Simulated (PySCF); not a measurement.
# CeOH2: structure of the singlet

Where does singlet CeOH2 go from a T-shaped (ligand arrangement 1) start, is the end point a minimum, and what are its modes, charges and moments?

Method: PBE0, basis Ce def2-SVP with ECP28, O def2-SVP, H def2-SVP, scalar-relativistic core potentials, no spin–orbit coupling, density fitting; program: PySCF 2.14.0.

## 1. The system as given

4 atoms, charge 0, spin multiplicity 1.

Bond lengths: Ce1–O2 1.940 Å, Ce1–H3 1.950 Å, Ce1–H4 1.950 Å. Angles: O2–Ce1–H3 88.0°, O2–Ce1–H4 176.0°, H3–Ce1–H4 88.0°.

Z-matrix (Å, degrees; charge 0 multiplicity 1):
```
Ce
O  1 1.9400
H  1 1.9500 2 88.00
H  1 1.9500 3 88.00 2 180.00
```

## 2. T-shaped (ligand arrangement 1) start, singlet: relaxation

The steps below are one call of a driver around PySCF. For each, scf.py gives the equivalent set-up of the SCF; relaxations use the driver's own optimiser. Before each start the driver seeks the lowest SCF state from one or more starting densities and follows internal instabilities, so scf.py alone need not reach the same state.

The program finds Cs symmetry in the start, which this walk keeps. Threshold on the gradient: 0.0003 Eh/bohr, with a further test on the energy change.

scf.py reads:

```python
from pyscf import gto, scf, dft
mol = gto.M(atom='''
Ce     0.183939     0.000000    -0.019737
O     -1.754861     0.000000     0.047963
H      0.183939     0.000000     1.930263
H      2.132739     0.000000     0.048363''',
    basis={'Ce': 'def2-SVP', 'O': 'def2-SVP', 'H': 'def2-SVP'},
    ecp={'Ce': 'def2-SVP'},
    charge=0, spin=0)
mf = dft.RKS(mol, xc='PBE0')
mf.grids.atom_grid = (50, 194)
aux = {'Ce': 'def2-universal-JKFIT', 'O': 'def2-universal-JKFIT', 'H': 'def2-universal-JKFIT'}
mf = mf.density_fit(auxbasis=aux)
mf.kernel()
```

The runs that follow: Vibrations and properties at this point; Following the imaginary mode; Frequencies.

Q: Predict the outcome of this session. Wanted: minimum; geometry; wavenumbers; dipole moment; highest occupied, lowest empty level; polar-tensor charge of Ce1; zero-point energy.

The runs gave:

```
                            quantity                                                               value
                             minimum                                                         singlet, Cs
                            geometry  Ce–H 2.031 Å (×2), Ce–O 1.755 Å; H–Ce–H 107.0°, H–Ce–O 111.9° (×2)
                  wavenumbers (cm⁻¹)      210 (a'), 274 (a''), 465 (a'), 915 (a'), 1357 (a''), 1423 (a')
                       dipole moment                                                              4.55 D
highest occupied, lowest empty level                                                     -6.80, -2.70 eV
          polar-tensor charge of Ce1                                                             +2.08 e
                   zero-point energy                                                         27.8 kJ/mol
                 entropy at 298.15 K                                                     280.0 J/(mol K)
```

**Reading.** The T-shaped (ligand arrangement 1) start (Cs) ends in a minimum of Cs symmetry, after a first stop at a saddle point 4.5 kJ/mol higher, from which it was pushed off along an imaginary mode. The strongest infrared band lies at 1357 cm⁻¹ (a'', stretch). Only this shape and spin were tried, so other structures or states may lie lower. Spin–orbit coupling is left out.
